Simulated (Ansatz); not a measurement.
**CH7BGaNO: basis-set convergence**

How large a basis does CH7BGaNO need? Two functionals are run in growing sets.

Program: Ansatz 0.2.0, Gaussian basis. Level of theory: one geometry, several basis sets. These are calculated values, not measurements.

The runs, in order: PBE0-D4/def2-SVP; ωB97M-V/def2-SVP; PBE0-D4/def2-QZVPP; ωB97M-V/def2-QZVPP; the functionals' def2-TZVPP values are taken from earlier runs.

## (1) The geometry

All runs share one geometry, relaxed beforehand with PBE0-D4 in a triple-zeta def2 set.

SMILES `CB(O)[NH][GaH2]`, 12 atoms, charge 0, spin multiplicity 1.

Atoms are counted from 1 here; the program's logs count them from 0.

Bond lengths: C1–B2 1.567 Å, C1–H6 1.095 Å, C1–H7 1.095 Å, C1–H8 1.091 Å, B2–O3 1.433 Å, B2–N4 1.383 Å, O3–H9 0.956 Å, N4–Ga5 1.912 Å, N4–H10 1.002 Å, Ga5–H11 1.568 Å, Ga5–H12 1.568 Å. Angles: B2–C1–H6 111.2°, B2–C1–H7 111.2°, B2–C1–H8 112.3°, H6–C1–H7 106.7°, H6–C1–H8 107.6°, H7–C1–H8 107.6°, C1–B2–O3 121.1°, C1–B2–N4 132.9°, O3–B2–N4 106.0°, B2–O3–H9 120.9°, B2–N4–Ga5 100.4°, B2–N4–H10 125.3°, Ga5–N4–H10 134.3°, N4–Ga5–H11 117.3°, N4–Ga5–H12 117.3°, H11–Ga5–H12 123.9°.

## (2) PBE0-D4 in def2-SVP

in.yaml

```yaml
crystal:
  periodic: [false, false, false]
  atoms:
    - {symbol: C, position_ang: [-1.381323, -0.620232, 1.189088]}
    - {symbol: B, position_ang: [-0.282138, -0.061922, 0.221377]}
    - {symbol: O, position_ang: [0.770323, -0.903550, -0.266841]}
    - {symbol: N, position_ang: [-0.062252, 1.185342, -0.333563]}
    - {symbol: Ga, position_ang: [1.516453, 0.834010, -1.353967]}
    - {symbol: H, position_ang: [-0.936691, -1.007009, 2.112211]}
    - {symbol: H, position_ang: [-1.927622, -1.451471, 0.730823]}
    - {symbol: H, position_ang: [-2.111565, 0.140779, 1.468199]}
    - {symbol: H, position_ang: [0.822658, -1.822471, -0.009039]}
    - {symbol: H, position_ang: [-0.632731, 1.995600, -0.182231]}
    - {symbol: H, position_ang: [2.893268, 1.201375, -0.698841]}
    - {symbol: H, position_ang: [1.331620, 0.509539, -2.877217]}
basis:
  gaussian: {orbitals: def2-SVP}
hamiltonian: {xc: pbe0, dispersion: d4}
output: {orbitals: {seedname: orbitals}}
```

Command:

```sh
$ ansatz run in.yaml --threads 4 --pin off --events-out ev --progress --plain --max-ram 10444MiB
```

After this run come: ωB97M-V in def2-SVP; PBE0-D4 in def2-QZVPP; ωB97M-V in def2-QZVPP.

**Question.** What will the summary of the whole plan be? Wanted: PBE0-D4: double and triple zeta above quadruple; ωB97M-V: double and triple zeta above quadruple.

**Answer**, as computed:

| quantity | value |
| --- | --- |
| PBE0-D4: double and triple zeta above quadruple | 14.35, 1.50 eV |
| ωB97M-V: double and triple zeta above quadruple | 14.50, 1.45 eV |

What this shows: PBE0-D4 gains 12.85 eV from double to triple zeta, then 1.50 eV more. Total energies overstate the basis error of differences, where much of it tends to cancel. The LUMO of ωB97M-V is positive and keeps falling with the basis (1.67 to 0.83 eV): an unbound level that the basis holds in place.
